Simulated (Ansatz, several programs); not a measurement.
NaCaF3 in the cubic perovskite structure, relaxed with PBE in Ansatz (plane waves, PAW): it is cubic, Pm-3m (No. 221); a = 4.430 Å in the conventional setting, 17.39 Å³ an atom. Na is surrounded by 12 F at 3.13 Å; Ca is surrounded by 6 F at 2.22 Å; F is surrounded by 2 Ca at 2.22 Å and 4 Na at 3.13 Å. The cell was then scaled with its shape and fractional coordinates held. No spin polarisation and no zero-point or thermal motion; the cell was built from a prototype and may be hypothetical.

```csv
V (Å³/atom),E (meV/atom)
16.346,10.74
17.390,0.00
17.911,2.11
18.433,8.31
```

Question: Pass a cubic E = c₀ + c₁u + c₂u² + c₃u³, with u = V − 17.520 Å³, through these points.

Answer: c₀ = 0.11, c₁ = +1.942, c₂ = 8.437, c₃ = -0.7937 (meV and Å³).

Question: Where is the minimum, and what bulk modulus follows?

Answer: dE/du = 0 at u = -0.113, so V₀ = 17.41 Å³. B = V₀ d²E/dV² = 17.41 × (2c₂ + 6c₃u) = 17.41 × 17.413 = 303 meV/Å³, and 1 meV/Å³ is 0.16022 GPa: 49 GPa. A third-order Birch-Murnaghan fit to all five points gives 17.40 Å³ and 48 GPa.

Question: Predict the energy and the pressure at the withheld volume, 16.868 Å³.

Answer: With u = -0.652: E ≈ 2.65 meV and P = −dE/dV ≈ +1.61 GPa. The run gives 2.60 meV and, from its stress, +1.61 GPa.
